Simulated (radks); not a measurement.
# Spin polarisation of the 4p shell in Ge

The task here is to estimate one member of a computed series from the others.

Method: non-relativistic Kohn-Sham, PBE, spin-polarised, spherical densities, point nucleus. Code: radks (a radial shooting solver on a logarithmic mesh, Libxc functionals) version 1.

## What is computed

```
element       : germanium (Z = 32)
charge        : 0
electrons     : 32
configuration : [Ar] 3d10 4s2 4p(up 1, down 1)
```

A shell typed twice in an input gives spin up, then spin down.

Set-up of the first run:

Settings of this run:

```text
Z 32
configuration [Ar] 3d10 4s2 4p1 4p1
relativity non-relativistic
functional pbe,pbe
spin polarised
nucleus point
```

Steps of the session up to this table: No moment.

One of the session's tables, all rows but one given; the rest of the session is left out.

Sizes of the orbitals, from the radial functions (bohr):

```
level      <r>  outermost maximum (interpolated)  90 % within  nodes
   1s  0.04786                            0.0316       0.0852      0
   2s   0.2139                             0.180        0.330      1
   2p   0.1853                             0.143        0.302      0
   3s   0.6350                             0.552        0.949      2
   3p   0.6517                             0.547         1.00      1
   3d        ?                                 ?            ?      ?
   4s    2.153                              1.77         3.26      3
   4p    2.902                              2.22         4.59      2
```

Q: Estimate the row for 3d from the others.

**Answer.** <r>: 0.7326; outermost maximum (interpolated): 0.503; 90 % within: 1.24; nodes: 0. In the column «<r>» it lies between 3p (0.6517) and 4s (2.153).
